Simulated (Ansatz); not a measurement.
**C2H4GaNO: a ladder of functionals and wavefunction methods**

An exercise on one series of results from a longer session: the logs are not shown, and one member is left open.

Method: functionals in def2-TZVPP, the program's frozen cores in correlated methods; program: Ansatz 0.2.0, Gaussian basis.

Levels to be run: LDA (SPW92), PBE-D4, revPBE-D4, BLYP-D4, r2SCAN-D4, B97M-V, PBE0-D4, B3LYP-D4, r2SCANh-D4, r2SCAN0-D4, HSE06-D4, BHLYP-D4, CAM-B3LYP-D4, LC-ωPBE, ωB97X-V, ωB97M-V, B2PLYP, PBE-QIDH; CCSD(T)/def2-SVP; CCSD(T)/def2-TZVPP; MP2/def2-QZVPP; extrapolation to the limit; RPA on PBE.

### The geometry

An earlier PBE0-D4 in a triple-zeta def2 set relaxation fixed the geometry.

SMILES `[CH3][GaH][N]=C=O`, 9 atoms, charge 0, spin multiplicity 1.

Atoms are counted from 1 here; the program's logs count them from 0.

Bond lengths: C1–Ga2 1.950 Å, C1–H6 1.093 Å, C1–H7 1.092 Å, C1–H8 1.090 Å, Ga2–N3 1.840 Å, Ga2–H9 1.557 Å, N3–C4 1.192 Å, C4–O5 1.171 Å. Angles: Ga2–C1–H6 109.4°, Ga2–C1–H7 109.7°, Ga2–C1–H8 112.3°, H6–C1–H7 107.3°, H6–C1–H8 108.8°, H7–C1–H8 109.2°, C1–Ga2–N3 114.9°, C1–Ga2–H9 131.5°, N3–Ga2–H9 113.7°, Ga2–N3–C4 176.7°, N3–C4–O5 179.7°.

The first run:

File in.yaml:

```yaml
crystal:
  periodic: [false, false, false]
  atoms:
    - {symbol: C, position_ang: [-1.445898, -0.842217, 0.120722]}
    - {symbol: Ga, position_ang: [0.423089, -0.715043, -0.420173]}
    - {symbol: N, position_ang: [1.233918, 0.890610, -0.031024]}
    - {symbol: C, position_ang: [1.700667, 1.950396, 0.250556]}
    - {symbol: O, position_ang: [2.164044, 2.989913, 0.524331]}
    - {symbol: H, position_ang: [-2.036659, -0.113133, -0.439560]}
    - {symbol: H, position_ang: [-1.540890, -0.592611, 1.179750]}
    - {symbol: H, position_ang: [-1.860013, -1.835569, -0.051106]}
    - {symbol: H, position_ang: [1.361741, -1.732336, -1.133497]}
basis:
  gaussian: {orbitals: def2-TZVPP}
hamiltonian: {xc: lda}
output: {orbitals: {seedname: orbitals}}
```

Among the steps run: LDA; PBE-D4 (GGA); revPBE-D4 (GGA); BLYP-D4 (GGA); r2SCAN-D4 (meta-GGA); B97M-V (meta-GGA); PBE0-D4 (hybrid); B3LYP-D4 (hybrid); r2SCANh-D4 (hybrid); r2SCAN0-D4 (hybrid); HSE06-D4 (hybrid); BHLYP-D4 (hybrid); CAM-B3LYP-D4 (range-separated); LC-ωPBE (range-separated); ωB97X-V (range-separated); ωB97M-V (range-separated); B2PLYP (double hybrid); PBE-QIDH (double hybrid).

One of the session's tables, all rows but one given; the rest of the session is left out.

It belongs to the step «Orbital energies across the functionals». 

```
  functional  HOMO (eV)  LUMO (eV)  gap (eV)
 LDA (SPW92)      -6.75      -2.59      4.16
      PBE-D4          ?          ?         ?
   revPBE-D4      -6.48      -2.18      4.30
     BLYP-D4      -6.43      -2.26      4.17
   r2SCAN-D4      -6.84      -2.03      4.80
      B97M-V      -6.87      -2.21      4.66
     PBE0-D4      -7.88      -1.52      6.36
    B3LYP-D4      -7.65      -1.81      5.84
  r2SCANh-D4      -7.33      -1.76      5.57
  r2SCAN0-D4      -8.08      -1.36      6.72
    HSE06-D4      -7.48      -1.88      5.59
    BHLYP-D4      -9.10      -0.79      8.31
CAM-B3LYP-D4      -9.23      -0.66      8.57
     LC-ωPBE     -10.54       0.55     11.08
     ωB97X-V     -10.18       0.40     10.59
     ωB97M-V     -10.07       0.18     10.25
```

Estimate the missing values for PBE-D4.

**Answer.** HOMO (eV): -6.55; LUMO (eV): -2.30; gap (eV): 4.25. In the column «HOMO (eV)» it lies between LDA (SPW92) (-6.75) and revPBE-D4 (-6.48).
